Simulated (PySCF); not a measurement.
# C3H5GaGeO2: magnetic properties

What do calculations give for the magnetic properties of C3H5GaGeO2 (`C#[C][Ga]1[O][CH2][GeH2][O]1`)?

Programs: PySCF 2.14.0, with routines of our own; each step states its level. All values are computed. Atoms count from 0.

## Step 1: The starting structure

12 atoms, charge 0, multiplicity 1; geometry from: GFN2-xTB.

## Step 2: Magnetic properties: GIAO PBE0/pcSseg-1

What the job is given:

```
{"job": {"kind": "mag", "xc": "PBE0", "basis": "pcSseg-1", "isotopologues": 2}, "charge": 0, "multiplicity": 1}
C      3.958821     0.735065    -0.079001
C      2.780198     0.515128     0.023049
Ga     0.883131     0.175842     0.203422
O      0.061407    -1.372451     0.581638
C     -1.338131    -1.332178     0.647304
Ge    -2.021412     0.557169     0.282679
O     -0.453732     1.345833     0.030363
H      4.992821     0.923456    -0.169981
H     -1.757627    -2.027331    -0.090597
H     -1.666028    -1.654432     1.643589
H     -2.653013     1.317762     1.430994
H     -2.785236     0.815452    -1.000047
```

Level: GIAO PBE0/pcSseg-1 magnetisability, rotational g tensor and spin-rotation constants, non-relativistic, gas phase.

Command:

```
$ OMP_NUM_THREADS=1 python excited_run.py task.json out
```

One launch serves the whole session: the jobs run in the order shown.

Standard output:

```text
coarse grid: 53096 points
cycle   1  E = -4268.0053149461  dE = -2.567e-01  |g| = 1.719e+00  |ddm| = 3.777e+00
cycle   2  E = -4267.0871824350  dE =  9.181e-01  |g| = 2.759e+00  |ddm| = 2.806e+00
cycle   3  E = -4268.3085552189  dE = -1.221e+00  |g| = 5.024e-01  |ddm| = 2.171e+00
cycle   4  E = -4268.3524760378  dE = -4.392e-02  |g| = 1.480e-01  |ddm| = 3.807e-01
cycle   5  E = -4268.3544589675  dE = -1.983e-03  |g| = 7.786e-02  |ddm| = 1.338e-01
cycle   6  E = -4268.3556096806  dE = -1.151e-03  |g| = 1.436e-02  |ddm| = 5.990e-02
cycle   7  E = -4268.3556410279  dE = -3.135e-05  |g| = 5.112e-03  |ddm| = 1.104e-02
cycle   8  E = -4268.3556444466  dE = -3.419e-06  |g| = 1.932e-03  |ddm| = 3.773e-03
final grid: 109232 points
cycle   9  E = -4268.3556670008  dE =  3.479e-06  |g| = 4.237e-03  |ddm| = 3.951e-03
cycle  10  E = -4268.3556485941  dE =  1.841e-05  |g| = 9.582e-03  |ddm| = 8.556e-03
cycle  11  E = -4268.3556713881  dE = -2.279e-05  |g| = 3.382e-04  |ddm| = 5.939e-03
cycle  12  E = -4268.3556714068  dE = -1.867e-08  |g| = 5.430e-05  |ddm| = 2.450e-04
cycle  13  E = -4268.3556714073  dE = -5.193e-10  |g| = 1.400e-05  |ddm| = 4.453e-05
converged SCF energy = -4268.3556714073

Magnetisability tensor (1e-30 J/T^2)
    -1609.06      -53.79       14.88
      -53.79    -1355.10      -35.55
       14.88      -35.55    -1528.85
isotropic -1497.67   principal values   -1620.63  -1535.64  -1336.73
isotropic susceptibility -90.192 1e-6 cm^3/mol

Inertial axes            a          b          c
rot. const./GHz      4.1178     0.7128     0.6146
chi total           -97.031    -81.066    -92.479
chi diamagnetic    -405.810  -1616.971  -1875.187
chi paramagnetic    308.779   1535.905   1782.708
quadrupole/D A       15.913    -14.128     -1.784
g nuclear            0.5621     0.5088     0.5111
g electronic        -0.5973    -0.5143    -0.5147
g total             -0.0353    -0.0055    -0.0036

Spin-rotation constants (kHz, H = +C I.J)
atom  isotope        aa         bb         cc
  2   69Ga        5.748      1.167      1.269
  7     1H        0.020     -0.079     -0.069
  8     1H       -0.404     -0.034      0.003
  9     1H       -0.403     -0.034      0.003
 10     1H       -0.247     -0.047     -0.000
 11     1H       -0.248     -0.047     -0.001
  0    13C*       0.141      0.270      0.238
  1    13C*       0.048      0.246      0.221
  3    17O*      -0.955     -0.038     -0.013
  4    13C*       0.530      0.171      0.145
  5   73Ge*      -1.184     -0.216     -0.189
  6    17O*      -0.810     -0.069      0.012
* in the singly substituted isotopologue

Isotopologues: g along a, b, c
2H    at 7,8,9,10,11       -0.0313    -0.0052    -0.0033
13C   at 0                 -0.0352    -0.0054    -0.0035
```

Run time: 74 s. Hardware: 1 thread of Arm Neoverse N1, shared host; peak memory 0.9 GiB.

In short:

| quantity | value |
| --- | --- |
| magnetisability | -1498·10⁻³⁰ J/T² |
| molar susceptibility | -90.2·10⁻⁶ cm³/mol |
| rotational g (a, b, c) | -0.0353, -0.0055, -0.0036 |

Orbitals, density, ELF and potential are computed afterwards from the orbital file.

Frontier orbitals at PBE0/pcSseg-1, with the share of their density that lies nearest to each atom:

| orbital | energy (eV) | lies on |
| --- | --- | --- |
| HOMO | -7.74 | O3 31 %; C4 23 %; Ge5 16 % |
| LUMO | -1.12 | Ga2 42 %; C0, C1 about 18 % each; O3, O6 about 7 % each |

ELF in a plane through or near 8 of the atoms.

Values, 10 rows by 14 columns:
```
0.00 0.00 0.00 0.00 0.00 0.00 0.00 0.00 0.00 0.00 0.00 0.00 0.00 0.00
0.00 0.00 0.00 0.00 0.00 0.00 0.00 0.04 0.00 0.01 0.00 0.00 0.00 0.00
0.00 0.00 0.00 0.02 0.04 0.00 0.28 0.72 0.07 0.15 0.02 0.00 0.00 0.00
0.00 0.00 0.06 0.44 0.48 0.14 0.39 0.51 0.15 0.28 0.06 0.00 0.00 0.00
0.00 0.03 0.98 0.54 0.81 0.79 0.29 0.69 0.49 0.19 0.05 0.00 0.00 0.00
0.00 0.05 0.99 0.23 0.60 0.87 0.58 0.18 0.87 0.54 0.01 0.00 0.00 0.00
0.00 0.00 0.20 0.56 0.63 0.40 0.25 0.52 0.75 0.25 0.00 0.00 0.00 0.00
0.00 0.00 0.00 0.11 0.14 0.01 0.34 0.87 0.40 0.22 0.00 0.00 0.00 0.00
0.00 0.00 0.00 0.00 0.00 0.00 0.07 0.30 0.02 0.03 0.00 0.00 0.00 0.00
0.00 0.00 0.00 0.00 0.00 0.00 0.00 0.00 0.00 0.00 0.00 0.00 0.00 0.00
```
The map spans 15.4 Å across and 8.4 Å up, centred on the molecule. Atoms in the plane (x, y in Å): C0 (-4.0, 0.1), C1 (-2.8, 0.1), Ga2 (-0.9, 0.0), O3 (0.2, -1.4), C4 (1.6, -1.1), Ge5 (1.9, 0.9), O6 (0.2, 1.4), H7 (-5.1, 0.1).

log10 of the density (e/Å³) in the same plane.

Values, 10 rows by 14 columns:
```
-4.0 -4.0 -4.0 -4.0 -4.0 -4.0 -4.0 -4.0 -3.9 -3.8 -4.0 -4.0 -4.0 -4.0
-4.0 -4.0 -4.0 -4.0 -4.0 -4.0 -3.0 -2.3 -2.6 -2.6 -3.2 -4.0 -4.0 -4.0
-4.0 -4.0 -3.5 -2.7 -2.5 -2.8 -1.4 -0.5 -1.3 -1.4 -2.3 -3.6 -4.0 -3.9
-4.0 -3.6 -2.1 -1.4 -1.3 -1.5 -0.7  1.6 -0.1 -0.4 -1.9 -3.2 -3.9 -4.0
-4.0 -2.7 -0.7  0.0  0.0 -0.4  0.3  0.0  0.8  0.0 -1.9 -3.3 -4.0 -4.0
-4.0 -2.6 -0.4  0.5  0.4 -0.1  1.7 -0.6 -0.1 -0.7 -2.3 -3.7 -4.0 -4.0
-4.0 -3.4 -1.8 -1.0 -0.8 -1.0 -0.5  0.9  1.4 -0.7 -2.7 -4.0 -4.0 -4.0
-4.0 -4.0 -3.1 -2.3 -2.1 -2.3 -1.0  0.3 -0.4 -1.0 -2.9 -4.0 -4.0 -4.0
-4.0 -4.0 -4.0 -3.8 -3.6 -3.7 -2.1 -1.4 -1.8 -2.1 -3.5 -4.0 -4.0 -4.0
-4.0 -4.0 -4.0 -4.0 -4.0 -4.0 -4.0 -3.5 -3.2 -3.4 -4.0 -4.0 -4.0 -4.0
```
The map spans 15.4 Å across and 8.4 Å up, centred on the molecule. Atoms in the plane (x, y in Å): C0 (-4.0, 0.1), C1 (-2.8, 0.1), Ga2 (-0.9, 0.0), O3 (0.2, -1.4), C4 (1.6, -1.1), Ge5 (1.9, 0.9), O6 (0.2, 1.4), H7 (-5.1, 0.1).

On the surface of density 0.002 e/bohr³ the electrostatic potential runs, from the 1st to the 99th percentile, from -1.58 V near O6 to 2.51 V near Ga2.

## Step 3: Magnetic properties: GIAO wB97X-D/def2-SVP

Settings changed since step 2:

```diff
@@ -1,2 +1,2 @@
-{"job": {"kind": "mag", "xc": "PBE0", "basis": "pcSseg-1", "isotopologues": 2}, "charge": 0, "multiplicity": 1}
+{"job": {"kind": "mag", "xc": "wB97X-D", "basis": "def2-SVP", "scf": {"guess": "vsap"}}, "charge": 0, "multiplicity": 1}
 C      3.958821     0.735065    -0.079001
```

Level: GIAO wB97X-D/def2-SVP magnetisability, rotational g tensor and spin-rotation constants, non-relativistic, gas phase.

Standard output:

```text
final grid: 109232 points
cycle   1  E = -4266.8594198339  dE =  7.264e-01  |g| = 3.095e+00  |ddm| = 5.319e+00
cycle   2  E = -4266.0963688722  dE =  7.631e-01  |g| = 3.832e+00  |ddm| = 5.581e+00
cycle   3  E = -4268.9126481869  dE = -2.816e+00  |g| = 2.881e-01  |ddm| = 2.574e+00
cycle   4  E = -4268.9274817654  dE = -1.483e-02  |g| = 2.136e-01  |ddm| = 4.823e-01
cycle   5  E = -4268.9363613249  dE = -8.880e-03  |g| = 4.276e-02  |ddm| = 2.014e-01
cycle   6  E = -4268.9367696128  dE = -4.083e-04  |g| = 1.982e-02  |ddm| = 5.297e-02
cycle   7  E = -4268.9368834954  dE = -1.139e-04  |g| = 3.525e-03  |ddm| = 2.568e-02
cycle   8  E = -4268.9368891006  dE = -5.605e-06  |g| = 1.647e-03  |ddm| = 7.840e-03
cycle   9  E = -4268.9368899375  dE = -8.368e-07  |g| = 5.020e-04  |ddm| = 2.617e-03
cycle  10  E = -4268.9368900612  dE = -1.238e-07  |g| = 1.596e-04  |ddm| = 1.141e-03
cycle  11  E = -4268.9368900768  dE = -1.558e-08  |g| = 7.492e-05  |ddm| = 3.964e-04
cycle  12  E = -4268.9368900787  dE = -1.899e-09  |g| = 2.597e-05  |ddm| = 1.056e-04
cycle  13  E = -4268.9368900790  dE = -2.674e-10  |g| = 1.075e-05  |ddm| = 4.734e-05
converged SCF energy = -4268.9368900790

Magnetisability tensor (1e-30 J/T^2)
    -1583.37      -51.29       13.42
      -51.29    -1349.85      -34.92
       13.42      -34.92    -1519.59
isotropic -1484.27   principal values   -1594.65  -1526.35  -1331.81
isotropic susceptibility -89.385 1e-6 cm^3/mol

Inertial axes            a          b          c
rot. const./GHz      4.1178     0.7128     0.6146
chi total           -95.475    -80.760    -91.919
chi diamagnetic    -404.193  -1615.749  -1873.883
chi paramagnetic    308.718   1534.989   1781.964
quadrupole/D A       15.512    -13.858     -1.654
g nuclear            0.5621     0.5088     0.5111
g electronic        -0.5972    -0.5140    -0.5145
g total             -0.0351    -0.0052    -0.0034

Spin-rotation constants (kHz, H = +C I.J)
atom  isotope        aa         bb         cc
  2   69Ga        4.942      1.007      1.130
  7     1H        0.018     -0.080     -0.070
  8     1H       -0.411     -0.036      0.000
  9     1H       -0.409     -0.037      0.000
 10     1H       -0.252     -0.048     -0.001
 11     1H       -0.253     -0.048     -0.002
  0    13C*       0.124      0.241      0.212
  1    13C*       0.041      0.220      0.198
  3    17O*      -0.880     -0.033     -0.010
  4    13C*       0.460      0.151      0.128
  5   73Ge*      -1.082     -0.192     -0.168
  6    17O*      -0.756     -0.064      0.011
* in the singly substituted isotopologue
```

It took 70 s on 1 thread of Arm Neoverse N1, shared host; peak memory 0.93 GiB.

In short:

| quantity | value |
| --- | --- |
| magnetisability | -1484·10⁻³⁰ J/T² |
| molar susceptibility | -89.4·10⁻⁶ cm³/mol |
| rotational g (a, b, c) | -0.0351, -0.0052, -0.0034 |

## Step 4: Magnetic properties: common gauge origin B3LYP/6-31G*

Settings changed since step 3:

```diff
@@ -1,2 +1,2 @@
-{"job": {"kind": "mag", "xc": "wB97X-D", "basis": "def2-SVP", "scf": {"guess": "vsap"}}, "charge": 0, "multiplicity": 1}
+{"job": {"kind": "mag", "xc": "B3LYP", "basis": "6-31G*", "gauge": [0, 5, 0], "scf": {"max_cycle": 68}}, "charge": 0, "multiplicity": 1}
 C      3.958821     0.735065    -0.079001
```

With the program's defaults for keys left out, this is: common gauge origin B3LYP/6-31G* magnetisability, rotational g tensor and spin-rotation constants, non-relativistic, gas phase.

Standard output:

```text
final grid: 109232 points
cycle   1  E = -4268.7970902703  dE = -5.488e-02  |g| = 1.371e+00  |ddm| = 4.011e+00
cycle   2  E = -4267.5439689751  dE =  1.253e+00  |g| = 2.792e+00  |ddm| = 3.591e+00
cycle   3  E = -4269.0993100243  dE = -1.555e+00  |g| = 3.869e-01  |ddm| = 2.696e+00
cycle   4  E = -4269.1265352473  dE = -2.723e-02  |g| = 1.670e-01  |ddm| = 4.881e-01
cycle   5  E = -4269.1298708765  dE = -3.336e-03  |g| = 9.313e-02  |ddm| = 1.876e-01
cycle   6  E = -4269.1316666075  dE = -1.796e-03  |g| = 1.208e-02  |ddm| = 8.342e-02
cycle   7  E = -4269.1316896445  dE = -2.304e-05  |g| = 4.372e-03  |ddm| = 1.108e-02
cycle   8  E = -4269.1316920502  dE = -2.406e-06  |g| = 1.884e-03  |ddm| = 3.911e-03
cycle   9  E = -4269.1316928299  dE = -7.797e-07  |g| = 7.160e-04  |ddm| = 1.961e-03
cycle  10  E = -4269.1316929599  dE = -1.300e-07  |g| = 6.716e-05  |ddm| = 6.236e-04
cycle  11  E = -4269.1316929605  dE = -5.721e-10  |g| = 4.947e-05  |ddm| = 1.081e-04
cycle  12  E = -4269.1316929611  dE = -5.730e-10  |g| = 6.169e-06  |ddm| = 4.647e-05
converged SCF energy = -4269.1316929611

Magnetisability tensor (1e-30 J/T^2)
  -116834.16      843.90        4.23
      843.90   -16453.76     -145.27
        4.23     -145.27  -125392.43
isotropic -86226.78   principal values -125392.62-116841.25 -16446.47
isotropic susceptibility -5192.698 1e-6 cm^3/mol

Inertial axes            a          b          c
rot. const./GHz      4.1178     0.7128     0.6146
chi total         -7036.488  -1273.572  -7268.035
chi diamagnetic    -403.494  -1614.989  -1872.583
chi paramagnetic  -6632.994    341.417  -5395.452
quadrupole/D A       15.886    -13.587     -2.299
g nuclear            0.5621     0.5088     0.5111
g electronic        12.8318    -0.1143     1.5578
g total             13.3939     0.3945     2.0689

Spin-rotation constants (kHz, H = +C I.J)
atom  isotope        aa         bb         cc
  2   69Ga        4.335      0.989      1.026
  7     1H       -1.490      0.758      0.427
  8     1H       12.047      0.110      1.530
  9     1H        9.100     -0.392      1.529
 10     1H      -11.614     -0.192     -0.716
 11     1H       -4.201      1.122     -0.747
  0    13C*      -0.177      0.289      0.205
  1    13C*      -0.398      0.158      0.071
  3    17O*      -3.403      0.022     -0.301
  4    13C*       3.344      0.035      0.487
  5   73Ge*      -1.293     -0.152     -0.166
  6    17O*       1.709      0.079      0.485
* in the singly substituted isotopologue
```

Run time: 19 s. Hardware: 1 thread of Arm Neoverse N1, shared host; peak memory 0.69 GiB.

It converged, yet the result is unsound: a common gauge origin replaces GIAOs, so the magnetic properties depend on where the origin lies.

## Step 5: The levels compared

```csv
level,ξ (10⁻³⁰ J/T²),g(a),g(b),gap (eV),functions,time
GIAO PBE0/pcSseg-1,-1498,-0.0353,-0.0055,6.62,192,74 s
GIAO wB97X-D/def2-SVP,-1484,-0.0351,-0.0052,10.13,159,70 s
```

## Step 6: Summary of results

```
                                           quantity                               value
       magnetisability (step 2, GIAO PBE0/pcSseg-1)                    -1498·10⁻³⁰ J/T²
  molar susceptibility (step 2, GIAO PBE0/pcSseg-1)                  -90.2·10⁻⁶ cm³/mol
rotational g (a, b, c) (step 2, GIAO PBE0/pcSseg-1)           -0.0353, -0.0055, -0.0036
              surface potential, 1st and 99th percentile                  -1.58 V and 2.51 V
                    magnetisability over the levels           -1498 to -1484·10⁻³⁰ J/T²
                                               runs  0 failed, 1 ended on unsound input
```

**Reading.** Steps that list no spin-orbit terms leave them out, which matters at and beside the heavy atoms. By nearest atom (PBE0/pcSseg-1), the HOMO sits on O3 31 %; C4 23 % and the LUMO on Ga2 42 %; C0, C1 about 18 % each. The geometry comes from tight binding, which is rough for metal atoms, and these values hang on it. The magnetisability spreads by 0.9 % over 2 levels of like cost. Two levels can agree by chance, so this spread shows no convergence. Vibrational averaging and real surroundings are missing from these values.
